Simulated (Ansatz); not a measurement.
# GeH4P: the cost of one run

Program: the Python package of Ansatz 0.2.0. Level of theory: CCSD(T)/def2-TZVP. These are calculated values, not measurements.

### Step 1. Starting point

Bond lengths: P1–Ge2 2.285 Å, P1–H3 1.453 Å, P1–H4 1.453 Å, Ge2–H5 1.550 Å, Ge2–H6 1.550 Å. Angles: P1–Ge2–H5 109.4°, P1–Ge2–H6 109.4°, H5–Ge2–H6 109.4°, Ge2–P1–H3 93.7°, Ge2–P1–H4 93.7°, H3–P1–H4 94.3°.

geh4p.xyz, read by the script:

```xyz
6

P    -1.20460   -0.26820    0.60800
Ge    1.03870    0.11380    0.40130
H    -1.56050    1.11710    0.35350
H    -1.35880   -0.67640   -0.77760
H     1.78370   -1.24080    0.28890
H     1.30140    0.95450   -0.87410
```

### Step 2. The script

The input, run_scan.py:

```python
import logging
import sys
import warnings

import ansatz as az
import matplotlib.pyplot as plt
import numpy as np

logging.basicConfig(stream=sys.stdout, format="%(levelname)s:%(name)s:%(message)s")
logger = logging.getLogger("ansatz_job")
logger.setLevel(logging.INFO)

BASIS_SET = "def2-TZVP"
LEVEL = "ccsd_t"
CHARGE = -1


def main() -> None:
    warnings.simplefilter("ignore", az.DeckWarning)

    system = az.Crystal.molecule_from_extxyz("geh4p.xyz")

    symbols = [site.symbol for site in system.cartesian_sites]
    start = np.array([site.position_ang for site in system.cartesian_sites])
    axis = (start[2] - start[0]) / np.linalg.norm(start[2] - start[0])
    moving = [2]
    lengths, energies = [1.23, 1.34, 1.45, 1.6, 1.82, 2.18, 2.61, 3.2], []
    for length in lengths:
        xyz = start.copy()
        xyz[moving] += (length - np.linalg.norm(start[2] - start[0])) * axis
        point = az.Crystal.molecule()
        for symbol, place in zip(symbols, xyz):
            point = point.atom(symbol, place.tolist())
        job = (
            point.calculation()
            .basis(gaussian=BASIS_SET)
            .correlation(LEVEL)
            .charge(CHARGE)
        )
        rep = job.run(threads=1).report
        energies.append(rep["free_energy_ev"])
        logger.info(f"r = {length:6.3f} A  E = {energies[-1]:.5f} eV  <S^2> = {abs(rep['mean_field']['state']['spin_squared']):.3f}")

    print("energy above the lowest point (eV):", [round(e - min(energies), 3) for e in energies])
    plt.figure(figsize=(4.5, 3))
    plt.plot(lengths, np.array(energies) - min(energies), "o-")
    plt.xlabel("bond length (A)")
    plt.ylabel("E - E(min) (eV)")
    plt.tight_layout()
    plt.savefig("scan.png", dpi=100)


if __name__ == "__main__":
    main()
```

### Step 3. What the engine is handed

The package turns the script's settings into the engine's input (first run):

```yaml
crystal:
  periodic: [false, false, false]
  atoms:
    - { symbol: P, position_ang: [-1.2046, -0.2682, 0.608] }
    - { symbol: Ge, position_ang: [1.0387, 0.1138, 0.4013] }
    - { symbol: H, position_ang: [-1.5059292785349543, 0.9046897149605846, 0.3925228957933525] }
    - { symbol: H, position_ang: [-1.3588, -0.6764, -0.7776] }
    - { symbol: H, position_ang: [1.7837, -1.2408, 0.2889] }
    - { symbol: H, position_ang: [1.3014, 0.9545, -0.8741] }
basis:
  gaussian:
    orbitals: def2-TZVP
total_charge: -1.0
correlation:
  method: ccsd_t
```

### Step 4. The run

Launch:

```bash
$ python run_scan.py
```

**Question.** How long does this script take on 1 thread of Arm Neoverse V1, shared host, and how much memory does it need?

About 2.1 min, with a peak of 0.51 GiB.
